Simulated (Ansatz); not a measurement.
# CH₈BNSSi: a ladder of functionals and wavefunction methods

Aim: compute CH₈BNSSi with functionals from several rungs and with coupled cluster. The yardstick is the atomisation energy at the CCSD(T) limit.

The runs use Ansatz 0.2.0, Gaussian basis; functionals in def2-TZVPP, the program's frozen cores in correlated methods.

Levels to be run: PBE-D4, r2SCAN-D4, PBE0-D4, B3LYP-D4, ωB97X-V, ωB97M-V, B2PLYP; CCSD(T)/def2-TZVPP; MP2/def2-QZVPP; extrapolation to the limit.

### Step 1. The relaxed structure

An earlier PBE0-D4 in a triple-zeta def2 set relaxation fixed the geometry.

SMILES `N[SiH2]CBS`, 13 atoms, charge 0, spin multiplicity 1.

Atoms are counted from 1 here; the program's logs count them from 0.

Bond lengths: N1–Si2 1.720 Å, N1–H6 1.009 Å, N1–H7 1.007 Å, Si2–C3 1.885 Å, Si2–H8 1.493 Å, Si2–H9 1.487 Å, C3–B4 1.542 Å, C3–H10 1.094 Å, C3–H11 1.095 Å, B4–S5 1.788 Å, B4–H12 1.196 Å, S5–H13 1.346 Å. Angles: Si2–N1–H6 119.6°, Si2–N1–H7 119.2°, H6–N1–H7 110.9°, N1–Si2–C3 109.0°, N1–Si2–H8 115.4°, N1–Si2–H9 106.5°, C3–Si2–H8 107.7°, C3–Si2–H9 110.5°, H8–Si2–H9 107.6°, Si2–C3–B4 108.9°, Si2–C3–H10 105.8°, Si2–C3–H11 105.6°, B4–C3–H10 114.2°, B4–C3–H11 112.1°, H10–C3–H11 109.8°, C3–B4–S5 124.5°, C3–B4–H12 122.3°, S5–B4–H12 113.1° and more.

Coordinates:

```
atom    x (Å)    y (Å)    z (Å)
  N1  -1.5469  -0.6619   0.6777
 Si2  -0.0571  -1.2931   0.0953
  C3   1.2146   0.0967   0.0284
  B4   0.7049   1.1936  -0.9277
  S5  -0.3295   2.5655  -0.4332
  H6  -2.0049   0.0813   0.1725
  H7  -2.2221  -1.2896   1.0837
  H8  -0.1124  -1.9239  -1.2570
  H9   0.3647  -2.3398   1.0639
 H10   1.3468   0.4287   1.0622
 H11   2.1383  -0.3669  -0.3330
 H12   0.9047   1.1571  -2.1066
 H13  -0.3805   2.3176   0.8886
```

### Step 2. PBE-D4 (GGA)

The input, in.yaml:

```yaml
crystal:
  periodic: [false, false, false]
  atoms:
    - {symbol: N, position_ang: [-1.546928, -0.661887, 0.677721]}
    - {symbol: Si, position_ang: [-0.057115, -1.293124, 0.095317]}
    - {symbol: C, position_ang: [1.214591, 0.096719, 0.028355]}
    - {symbol: B, position_ang: [0.704888, 1.193578, -0.927668]}
    - {symbol: S, position_ang: [-0.329539, 2.565463, -0.433194]}
    - {symbol: H, position_ang: [-2.004938, 0.081271, 0.172531]}
    - {symbol: H, position_ang: [-2.222083, -1.289627, 1.083711]}
    - {symbol: H, position_ang: [-0.112411, -1.923914, -1.256970]}
    - {symbol: H, position_ang: [0.364688, -2.339795, 1.063924]}
    - {symbol: H, position_ang: [1.346782, 0.428717, 1.062151]}
    - {symbol: H, position_ang: [2.138317, -0.366851, -0.332984]}
    - {symbol: H, position_ang: [0.904684, 1.157134, -2.106641]}
    - {symbol: H, position_ang: [-0.380539, 2.317617, 0.888647]}
basis:
  gaussian: {orbitals: def2-TZVPP}
hamiltonian: {xc: pbe, dispersion: d4}
output: {forces: true, orbitals: {seedname: orbitals}}
```

Command:

```sh
$ ansatz run in.yaml --threads 4 --pin off --events-out ev --progress --plain --max-ram 10444MiB
```

The runs that follow: r2SCAN-D4 (meta-GGA); PBE0-D4 (hybrid); B3LYP-D4 (hybrid); ωB97X-V (range-separated); ωB97M-V (range-separated); B2PLYP (double hybrid); CCSD(T) in def2-TZVPP; MP2 in def2-QZVPP.

Q: Predict the results of all the runs planned. Wanted: atomisation energy, CCSD(T)/CBS; farthest; mean size of error, hybrid; mean size of error, range-separated; gap, smallest and largest; T1 diagnostic; triples share of the correlation energy.

**Answer**, as computed:

| quantity | value |
| --- | --- |
| atomisation energy, CCSD(T)/CBS | 1090.5 kcal/mol |
| functionals within 5.5 kcal/mol (0.5 %) | r2SCAN-D4, PBE0-D4, B3LYP-D4 |
| farthest | PBE-D4 (+14.6 kcal/mol) |
| mean size of error, hybrid | 3.3 kcal/mol |
| mean size of error, range-separated | 8.0 kcal/mol |
| gap, smallest and largest | 4.25 eV (PBE-D4), 11.12 eV (ωB97X-V) |
| T1 diagnostic | 0.0124 |
| triples share of the correlation energy | 4.0 % |

**Reading.** PBE-D4 is off by +14.6 kcal/mol. Double hybrids carry the basis error of their MP2 part in triple zeta, and no dispersion term here, so their miss is partly the set-up's. Misses under about 5.5 kcal/mol are within the doubt on the reference itself, which lacks core-valence correlation, relativity and higher excitations. Hartree-Fock recovers 74 % of the binding; the rest is correlation. The gap grows from 4.2 to 11.1 eV across the functionals, mostly with the share of exact exchange.
